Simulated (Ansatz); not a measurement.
# CH4AsN (SMILES C1N[AsH]1): functionals against CCSD(T) at one geometry

A test off equilibrium: a structure displaced at random from a GFN2-xTB minimum is computed at several levels, and each is set against CCSD(T).

Computed with Ansatz 0.2.0, Gaussian basis. Level: single points in def2-TZVPP.

Correlated methods freeze the cores. Filled d shells of the heavier atoms are correlated.

### 1 Where the work starts

SMILES `C1N[AsH]1`, 7 atoms, charge 0, spin multiplicity 1.

Atoms are counted from 1 here; the program's logs count them from 0.

Bond lengths: C1–N2 1.535 Å, C1–As3 2.019 Å, C1–H4 1.097 Å, C1–H5 0.976 Å, N2–As3 1.895 Å, N2–H6 0.929 Å, As3–H7 1.537 Å. Angles: N2–C1–As3 62.7°, N2–C1–H4 110.1°, N2–C1–H5 113.0°, As3–C1–H4 112.9°, As3–C1–H5 118.8°, H4–C1–H5 123.2°, C1–N2–As3 71.3°, C1–N2–H6 115.5°, As3–N2–H6 118.4°, C1–As3–N2 46.0°, C1–As3–H7 92.3°, N2–As3–H7 93.8°.

As a file:

```
C    -0.58600   -0.00050   -0.56300
N    -0.39790    0.22890    0.94280
As    0.75560   -1.16950    0.39190
H    -1.53930   -0.51030   -0.75060
H    -0.26050    0.74220   -1.10620
H    -0.02200    1.04480    1.17880
H     1.91550   -0.21920    0.05590
```

### 2 CCSD(T)/def2-TZVPP

The input, run/in.yaml:

```yaml
crystal:
  periodic: [false, false, false]
  atoms:
    - {symbol: C, position_ang: [-0.586000, -0.000500, -0.563000]}
    - {symbol: N, position_ang: [-0.397900, 0.228900, 0.942800]}
    - {symbol: As, position_ang: [0.755600, -1.169500, 0.391900]}
    - {symbol: H, position_ang: [-1.539300, -0.510300, -0.750600]}
    - {symbol: H, position_ang: [-0.260500, 0.742200, -1.106200]}
    - {symbol: H, position_ang: [-0.022000, 1.044800, 1.178800]}
    - {symbol: H, position_ang: [1.915500, -0.219200, 0.055900]}
basis:
  gaussian: {orbitals: def2-TZVPP}
correlation: {method: ccsd_t}
output: {forces: true}
```

The command line of these runs was not kept.

### 3 PBE0-D4/def2-TZVPP

run/in.yaml: that of step 2 with these lines changed.

```diff
@@ -12,3 +12,3 @@
   gaussian: {orbitals: def2-TZVPP}
-correlation: {method: ccsd_t}
-output: {forces: true}
+hamiltonian: {xc: pbe0, dispersion: d4}
+output: {forces: true, orbitals: {seedname: orbitals}}
```

### 4 wB97M-V/def2-TZVPP

run/in.yaml: that of step 3 with these lines changed.

```diff
@@ -12,3 +12,3 @@
   gaussian: {orbitals: def2-TZVPP}
-hamiltonian: {xc: pbe0, dispersion: d4}
-output: {forces: true, orbitals: {seedname: orbitals}}
+hamiltonian: {xc: {name: wB97M-V}}
+output: {forces: true}
```

### 5 r2SCAN-D4/def2-TZVPP

run/in.yaml: that of step 4 with these lines changed.

```diff
@@ -12,3 +12,3 @@
   gaussian: {orbitals: def2-TZVPP}
-hamiltonian: {xc: {name: wB97M-V}}
+hamiltonian: {xc: r2scan, dispersion: d4}
 output: {forces: true}
```

### 6 PBE-D4/def2-TZVPP

run/in.yaml: that of step 5 with these lines changed.

```diff
@@ -12,3 +12,3 @@
   gaussian: {orbitals: def2-TZVPP}
-hamiltonian: {xc: r2scan, dispersion: d4}
+hamiltonian: {xc: pbe, dispersion: d4}
 output: {forces: true}
```

### 7 B97M-V/def2-TZVPP

run/in.yaml: that of step 6 with these lines changed.

```diff
@@ -12,3 +12,3 @@
   gaussian: {orbitals: def2-TZVPP}
-hamiltonian: {xc: pbe, dispersion: d4}
+hamiltonian: {xc: {name: B97M-V}}
 output: {forces: true}
```

### 8 SPW92/def2-TZVPP

run/in.yaml: that of step 7 with these lines changed.

```diff
@@ -12,3 +12,3 @@
   gaussian: {orbitals: def2-TZVPP}
-hamiltonian: {xc: {name: B97M-V}}
+hamiltonian: {xc: lda}
 output: {forces: true}
```

(Steps that only read results are left out.)

What does the calculation give? Wanted: energy less free atoms, CCSD(T)/def2-TZVPP; RMS force component; RMS force error; HOMO and LUMO, PBE0-D4; T1 diagnostic.

**Answer**, as computed:

| quantity | value |
| --- | --- |
| energy less free atoms, CCSD(T)/def2-TZVPP | -505.6 kcal/mol |
| RMS force component | 2.545 to 2.797 eV/Å over the methods |
| RMS force error | PBE0-D4 0.192, wB97M-V 0.168, r2SCAN-D4 0.073, PBE-D4 0.189, B97M-V 0.163, SPW92 0.334 eV/Å |
| HOMO and LUMO, PBE0-D4 | -6.68 and -0.54 eV |
| T1 diagnostic | 0.012 |

Against CCSD(T) the functionals' energies less atoms differ by -112.4 to -17.5 kcal/mol, PBE-D4 by -36.7 kcal/mol. CCSD(T) in triple zeta still lacks some correlation energy of the bonds, so part of these gaps is its own basis error and they don't rank the functionals. The forces of r2SCAN-D4 come nearest to CCSD(T), those of SPW92 are farthest. Frozen-core CCSD(T) forces in triple zeta carry basis errors of their own, and this is one geometry, so small gaps rank nothing.
